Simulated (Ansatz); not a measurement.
# BrClGaH3O: the cost of one run

Program: Ansatz 0.2.0. Level of theory: RKS B3LYP/def2-SVP. These are calculated values, not measurements.

**1. Starting point**

Bond lengths: Ga1–O2 2.140 Å, O2–H3 1.010 Å, Ga1–Cl4 2.240 Å, Ga1–H5 1.570 Å, Ga1–Br6 2.720 Å, Br6–H7 1.760 Å. Angles: Ga1–O2–H3 109.5°, O2–Ga1–Cl4 120.0°, O2–Ga1–H5 120.0°, O2–Ga1–Br6 71.6°, Cl4–Ga1–H5 120.0°, Cl4–Ga1–Br6 88.5°, H5–Ga1–Br6 110.0°, Ga1–Br6–H7 59.5°.

Structure file:

```xyz
7

Ga    0.0000    0.0000    0.0000
O     0.0000    0.0000    2.1400
H    -0.9095   -0.2814    2.4771
Cl    1.9398    0.0000   -1.1200
H    -1.3596    0.0000   -0.7850
Br    0.5801    2.5152    0.8577
H     0.2824    1.2242    2.0160
```

**2. Pulling towards end A**

Springs on the bonds that form and break draw the guess towards this end; the thresholds are loose.

input.yaml

```yaml
crystal:
  periodic: [false, false, false]
  atoms:
    - { symbol: Ga, position_ang: [0.0, 0.0, 0.0] }
    - { symbol: O, position_ang: [0.0, 0.0, 2.14] }
    - { symbol: H, position_ang: [-0.9095, -0.2814, 2.4771] }
    - { symbol: Cl, position_ang: [1.9398, 0.0, -1.12] }
    - { symbol: H, position_ang: [-1.3596, 0.0, -0.785] }
    - { symbol: Br, position_ang: [0.5801, 2.5152, 0.8577] }
    - { symbol: H, position_ang: [0.2824, 1.2242, 2.016] }
basis:
  gaussian: { orbitals: def2-SVP }
hamiltonian:
  xc: b3lyp
relax:
  f_tol: 0.15
  max_steps: 25
  restrain:
    - { distance: [0, 5], at: 3.62, k: 30.0 }
    - { distance: [6, 1], at: 2.21, k: 30.0 }
    - { distance: [0, 1], at: 1.79, k: 30.0 }
    - { distance: [6, 5], at: 1.55, k: 30.0 }
```

Started as:

```
$ ansatz run input.yaml --threads 4 --pin off --max-ram 5120MiB --backend cpu --events-out ev --progress --plain --runs-dir out
```

**Question.** How long does this run take on 4 threads of Intel Xeon Platinum 8259CL at 2.50GHz (Skylake/Cascade Lake), shared host, and how much memory does it need?

About 18 s, with a peak of 0.31 GiB.
